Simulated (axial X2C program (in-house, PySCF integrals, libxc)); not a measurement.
# All-electron X2C curves of IrN

What are the state, bond length, wavenumber and bond energy of IrN, and what does spin–orbit coupling change?

Computed with an in-house X2C program for linear molecules on PySCF integrals. Level: all-electron X2C, Ir dyall-cv3z, N dyall-av3z.

All values are calculated.

## (1) Input

Input file task.json:

```json
{"zs": [77, 7], "q": 0, "bas": ["dyall-cv3z", "dyall-av3z"], "levels": ["PBE0", "HF", "PBEsol", "PW91", "TPSSh"], "cc": true, "r0": 1.75, "thr": -2.0, "nmax": 140}
```

Keys: zs atomic numbers; q charge; bas basis sets; levels methods (HF also brings MP2); cc coupled cluster on or off; r0 starting distance in Å; thr threshold in hartree for freezing inner shells (an s shell follows its p shell); nmax most natural virtual spinors.

On the command line:

```
$ python so2c.py task.json out
```

Spin-free means the one-electron spin-free X2C Hamiltonian; two-component (2c) means X2C with spin–orbit coupling and atomic mean-field two-electron Coulomb and Gaunt terms. Basis: Ir dyall-cv3z contracted to [13s14p9d6f4g], N dyall-av3z contracted to [7s7p3d2f]; Gaussian nuclei, density fitting. Masses: Ir 192.963 u, N 14.003 u.

Notation: σ, π±, δ± give the projection m of an orbital's angular momentum (0, ±1, ±2), α and β its spin, Λ and M_S the sums; ω is the projection of a spinor's total angular momentum and Ω the sum. Logs are in hartree.

The results follow Hamiltonian by Hamiltonian and level by level.

## (2) State search with PBE0

PBE0 moves the distance from 1.750 Å to 1.586 Å and compares determinants there.

Spin-free determinants:

| ΔE (eV) | state | open shells |
| --- | --- | --- |
| 0.00 | M_S = 0, Λ = 0 | closed shell |
| 1.03 | M_S = 1, Λ = 1 | beyond closed shells: σα, π+α |
| 1.28 | M_S = 0, Λ = 1 | beyond closed shells: σα, π+β |
| 1.55 | M_S = 1, Λ = 1 | beyond closed shells: π-α, δ+α, δ+β, δ-α |
| 1.55 | M_S = 1, Λ = 3 | beyond closed shells: π+α, δ+α, δ+β, δ-α |
| 1.69 | M_S = 0, Λ = 3 | beyond closed shells: π+β, δ+α, δ+β, δ-α |
| 1.77 | M_S = 0, Λ = 1 | beyond closed shells: π-β, δ+α, δ+β, δ-α |

Two-component determinants:

```csv
ΔE (eV),state,open shells
0.00,Ω = 0,closed shell
0.92,Ω = 2,"excess of +ω over −ω: ω = -1/2, ω = 5/2"
1.06,Ω = 3,"excess of +ω over −ω: ω = 1/2, ω = 5/2"
1.07,Ω = 1,excess of +ω over −ω: 2 × ω = 1/2
1.33,Ω = 2,"excess of +ω over −ω: ω = 1/2, ω = 3/2"
1.38,Ω = 4,"excess of +ω over −ω: ω = 3/2, ω = 5/2"
1.57,Ω = 1,"excess of +ω over −ω: ω = -1/2, ω = 3/2"
```

## (3) PBE0, spin-free

State followed: M_S = 0, Λ = 0 (closed shell). The scan is laid around 1.586 Å, a first estimate of the minimum, and this SCF restarts from the orbitals of the search.

The SCF at the reference distance of 1.586 Å:

```text
spin-free X2C-1e  PBE0
basis functions 235  fitting functions 1171  grid points 5071
iter        total energy     max residual
   1     -17884.257500641     8.13e-06
   2     -17884.257500638     1.45e-05
   3     -17884.257500640     1.34e-05
converged
one-electron -24878.64208279  Coulomb 7174.08806908  exact exchange -88.45209524  xc functional -271.09156616  nuclear repulsion 179.84017446
```

Along the bond, energies from the lowest point:

```
R (Å)  E (eV)  μ (D)  HOMO (eV)  LUMO (eV)  iterations
1.380  2.2045  -0.54      -6.58      -2.39          13
1.443  0.8852  -0.90      -6.67      -2.70          12
1.491  0.3285  -1.15      -6.73      -2.93          12
1.538  0.0538  -1.38      -6.78      -3.14          12
1.586  0.0000  -1.59      -6.81      -3.35           3
1.641  0.1492  -1.83      -6.85      -3.56          12
1.697  0.4656  -2.05      -6.87      -3.76          13
1.768  1.0392  -2.31      -6.89      -3.97          13
1.856  1.8887  -2.60      -6.91      -4.18          13
1.982  3.2358  -2.97      -6.93      -4.42          14
2.157  5.0387  -3.34      -6.97      -4.64          16
2.379  7.0163  -3.62      -7.00      -4.83          15
```

Dipoles are positive if N is the positive end.

Outer orbitals at the reference distance:

```tsv
symmetry	occupied	ε (eV)	atomic character
σα	yes	-23.02	57% N s, 22% Ir d, 8% Ir p
σα	yes	-12.06	50% N p, 32% Ir d, 12% N s
π-α	yes	-11.79	49% Ir d, 44% N p
π+α	yes	-11.79	49% Ir d, 44% N p
δ+α	yes	-7.83	96% Ir d
δ-α	yes	-7.83	96% Ir d
σα	yes	-6.81	49% Ir s, 22% N p, 18% Ir d
π+α	no	-3.35	39% Ir d, 33% N p, 19% Ir p
π-α	no	-3.35	39% Ir d, 33% N p, 19% Ir p
σα	no	-1.97	44% Ir p, 21% Ir d, 18% N p
π-α	no	0.28	74% Ir p, 12% N p, 7% Ir d
```

PBE0 fields in the half plane through the axis: z from -2.4 to 3.9 Å across, distance from the axis 0.15 to 2.25 Å upwards; Ir lies at z = 0 and N at z = 1.586 Å; the ELF is damped to zero where the density is low.

log10 density (e/bohr³). Ten even steps from ' ' (-5.56 ) to '@' (1.84 ):
```
..::::::------------------::::::......      
::::::------==========--------::::::....    
::::----====================------::::::..  
::------====++++++++++++========------::....
::----====++++******++++++++++++====--::::..
::----====++****##************++++====--::::
----====++++**##%%##************++++==--::::
----====++**##%%@@%%##**##%%##****++==----::
```

ELF. Ten even steps from ' ' (0.00 ) to '@' (0.95 ):
```
        ::--------::..                      
      ::--========--::..                    
    ..::--==++++++==--::..                  
  ....::::--==++++==--::::::::::::..        
  ........::--==++==----++++++****==::      
  ......  ..::++**++--==####%%%%%%##++::    
......    ::++++==++==++%%**%%@@@@@@##==    
......  ..==##==--==++++##++..@@@@@@%%==..  
```

Re = 1.575 Å, ωe = 1286 cm⁻¹, ωexe = 4.46 cm⁻¹, Be = 0.5203 cm⁻¹, De = 5.43 eV, μ = -1.55 D.

## (4) HF, spin-free

Output at 1.586 Å:

```text
spin-free X2C-1e  HF
basis functions 235  fitting functions 1171  grid points 5071
iter        total energy     max residual
   1     -17878.522220190     9.68e-01
   2     -17878.564868028     1.43e-02
   3     -17878.565863334     1.12e-02
   4     -17878.566749180     4.82e-03
   5     -17878.566945424     2.35e-03
   6     -17878.567106478     4.32e-04
   7     -17878.567123369     2.26e-04
   8     -17878.567127684     1.27e-04
   9     -17878.567130640     5.70e-05
  10     -17878.567131058     1.97e-05
  11     -17878.567131080     4.56e-06
  12     -17878.567131082     2.85e-06
  13     -17878.567131083     1.40e-06
converged
one-electron -24879.57509576  Coulomb 7175.15850757  exact exchange -353.99071734  xc functional 0.00000000  nuclear repulsion 179.84017446
```

Re = 1.547 Å, ωe = 1365 cm⁻¹, ωexe = 4.7 cm⁻¹, Be = 0.5394 cm⁻¹, De = -0.939 eV, μ = -2.18 D.

## (5) PBEsol, spin-free

The SCF at the reference distance of 1.586 Å:

```text
spin-free X2C-1e  PBEsol
basis functions 235  fitting functions 1171  grid points 5071
iter        total energy     max residual
   1     -17878.890265610     7.06e-01
   2     -17878.895574312     1.62e-02
   3     -17878.833295818     7.21e-02
   4     -17878.876786643     3.59e-02
   5     -17878.898725784     2.65e-03
   6     -17878.898874591     8.04e-04
   7     -17878.898896673     2.45e-04
   8     -17878.898898202     5.17e-05
   9     -17878.898898232     4.40e-06
  10     -17878.898898233     1.81e-06
converged
one-electron -24876.70044561  Coulomb 7172.03141988  exact exchange 0.00000000  xc functional -354.07004696  nuclear repulsion 179.84017446
```

Re = 1.589 Å, ωe = 1244 cm⁻¹, ωexe = 4.55 cm⁻¹, Be = 0.5117 cm⁻¹, De = 7.34 eV, μ = -1.22 D.

## (6) PW91, spin-free

The SCF at the reference distance of 1.586 Å:

```text
spin-free X2C-1e  PW91
basis functions 235  fitting functions 1171  grid points 5071
iter        total energy     max residual
   1     -17886.317475926     3.04e-01
   2     -17886.323195769     8.98e-03
   3     -17886.320706286     1.86e-02
   4     -17886.323654551     5.58e-03
   5     -17886.322295401     1.18e-02
   6     -17886.324180297     4.42e-04
   7     -17886.324188138     1.58e-04
   8     -17886.324188533     6.71e-06
   9     -17886.324188534     7.41e-06
converged
one-electron -24877.70861268  Coulomb 7173.12950357  exact exchange 0.00000000  xc functional -361.58525388  nuclear repulsion 179.84017446
```

Re = 1.597 Å, ωe = 1219 cm⁻¹, ωexe = 4.58 cm⁻¹, Be = 0.5064 cm⁻¹, De = 6.88 eV, μ = -1.29 D.

## (7) TPSSh, spin-free

The SCF at the reference distance of 1.586 Å:

```text
spin-free X2C-1e  TPSSh
basis functions 235  fitting functions 1171  grid points 5071
iter        total energy     max residual
   1     -17883.926291403     2.69e-01
   2     -17883.926974181     1.51e-02
   3     -17883.912374015     2.86e-02
   4     -17883.918841761     2.52e-02
   5     -17883.927992478     6.60e-04
   6     -17883.928003434     2.55e-04
   7     -17883.928004930     3.01e-05
   8     -17883.928004950     3.42e-05
   9     -17883.928004965     1.96e-06
  10     -17883.928004965     3.91e-07
converged
one-electron -24877.19522396  Coulomb 7172.60893255  exact exchange -35.37667736  xc functional -323.80521065  nuclear repulsion 179.84017446
```

Re = 1.589 Å, ωe = 1242 cm⁻¹, ωexe = 4.48 cm⁻¹, Be = 0.5116 cm⁻¹, De = 5.85 eV, μ = -1.57 D.

## (8) Correlated methods, spin-free

Correlated methods: 14 electrons correlated (frozen shells, counted by type: Ir 5 s, 4 p, 2 d, 1 f; N 1 s), 290 virtual spinors in MP2, 140 natural virtuals in coupled cluster.

Output of the correlated part at 1.586 Å:

```text
correlated 14  virtual 290  natural virtual 140  E(MP2) -0.643768972  MP2 remainder -0.012846442
iter   CCSD correlation   residual
   1     -0.484835544   4.46e-01
   2     -0.541653202   2.75e-01
   3     -0.546136410   4.77e-02
   4     -0.547809938   2.42e-02
   5     -0.548234188   7.61e-03
   6     -0.548366195   3.01e-03
   7     -0.548269493   1.28e-03
   8     -0.548253705   5.64e-04
   9     -0.548278542   2.48e-04
  10     -0.548264137   9.30e-05
  11     -0.548266846   2.97e-05
  12     -0.548266514   9.66e-06
  13     -0.548266144   3.96e-06
  14     -0.548266096   2.07e-06
  15     -0.548266024   8.00e-07
  16     -0.548266037   3.09e-07
(T) -0.040924851  T1 0.0417  D1 0.0793  max T2 0.069
```

T1 in the output is the amplitude norm over the root of the electron number; divide by √2 for the Lee–Taylor value.

MP2: Re = 1.630 Å, ωe = 1136 cm⁻¹, Be = 0.486 cm⁻¹, De = 7.38 eV.

CCSD: Re = 1.586 Å, ωe = 1240 cm⁻¹, ωexe = 4.81 cm⁻¹, Be = 0.5136 cm⁻¹, De = 4.67 eV. T1 at Re = 0.029 (Lee–Taylor, the printed value over √2).

CCSD(T): Re = 1.601 Å, ωe = 1187 cm⁻¹, ωexe = 4.93 cm⁻¹, Be = 0.5036 cm⁻¹, De = 5.41 eV. T1 at Re = 0.031 (Lee–Taylor, the printed value over √2).

## (9) A higher determinant, spin-free

State: M_S = 1, Λ = 1 (beyond closed shells: σα, π+α).

Output at the reference distance:

```text
spin-free X2C-1e  PBE0
basis functions 235  fitting functions 1171  grid points 5071
iter        total energy     max residual
   1     -17884.219584690     1.72e-05
   2     -17884.219584708     1.61e-05
   3     -17884.219584713     1.37e-05
   4     -17884.219584717     1.82e-05
   5     -17884.219584722     4.21e-06
   6     -17884.219584723     1.06e-06
converged
one-electron -24881.39033864  Coulomb 7176.97710535  exact exchange -88.48573651  xc functional -271.16078938  nuclear repulsion 179.84017446
```

```
R (Å)  E above the lowest PBE0 point (eV)
1.380                               3.970
1.443                               2.433
1.491                               1.705
1.538                               1.258
1.586                               1.032
1.641                               0.985
1.697                               1.112
1.768                               1.455
1.856                               2.035
```

Re = 1.626 Å, ωe = 1130 cm⁻¹, ωexe = 4.25 cm⁻¹, Be = 0.4881 cm⁻¹, μ = -2.50 D. Te = 0.98 eV.

State: M_S = 0, Λ = 1 (beyond closed shells: σα, π+β).

Output at the reference distance:

```text
spin-free X2C-1e  PBE0
basis functions 235  fitting functions 1171  grid points 5071
iter        total energy     max residual
   1     -17884.210306441     2.72e-06
   2     -17884.210306441     5.62e-06
converged
one-electron -24881.93412457  Coulomb 7177.53540748  exact exchange -88.48617882  xc functional -271.16558498  nuclear repulsion 179.84017446
```

```
R (Å)  E above the lowest PBE0 point (eV)
1.380                               4.398
1.443                               2.802
1.491                               2.034
1.538                               1.547
1.586                               1.284
1.641                               1.197
1.697                               1.287
1.768                               1.579
1.856                               2.073
```

Re = 1.638 Å, ωe = 1100 cm⁻¹, Be = 0.4812 cm⁻¹, μ = -2.76 D. ⟨S²⟩ = 1.01 against 0.00 for a pure state, so this determinant mixes spins. Te = 1.20 eV.

## (10) The spin-free curves together

Energy (eV) of the followed determinant, spin-free, from each level's lowest point:

```
R (Å)   PBE0     HF    MP2   CCSD  CCSD(T)  PBEsol   PW91  TPSSh
1.380  2.204  1.715  3.075    n/a      n/a   2.427  2.563  2.418
1.443  0.885  0.583  1.508  0.987    1.146   1.035  1.127  1.033
1.491  0.329  0.154  0.763  0.399    0.505   0.427  0.487  0.426
1.538  0.054  0.000  0.300  0.090    0.143   0.102  0.132  0.102
1.586  0.000  0.059  0.060  0.000    0.000   0.000  0.000  0.000
1.641  0.149  0.331  0.000  0.104    0.043   0.094  0.061  0.094
1.697  0.466  0.760  0.120  0.372    0.250   0.357  0.293  0.356
1.768  1.039  1.461  0.470  0.878    0.681   0.865  0.763  0.863
1.856  1.889  2.443  1.086    n/a      n/a   1.638  1.493  1.638
1.982  3.236  3.948  2.116    n/a      n/a   2.882  2.681  2.888
2.157  5.039  5.940  3.455    n/a      n/a   4.556  4.288  4.580
2.379  7.016  8.109  4.949    n/a      n/a   6.381  6.046  6.446
```

(Part 1 of 2 ends here.)
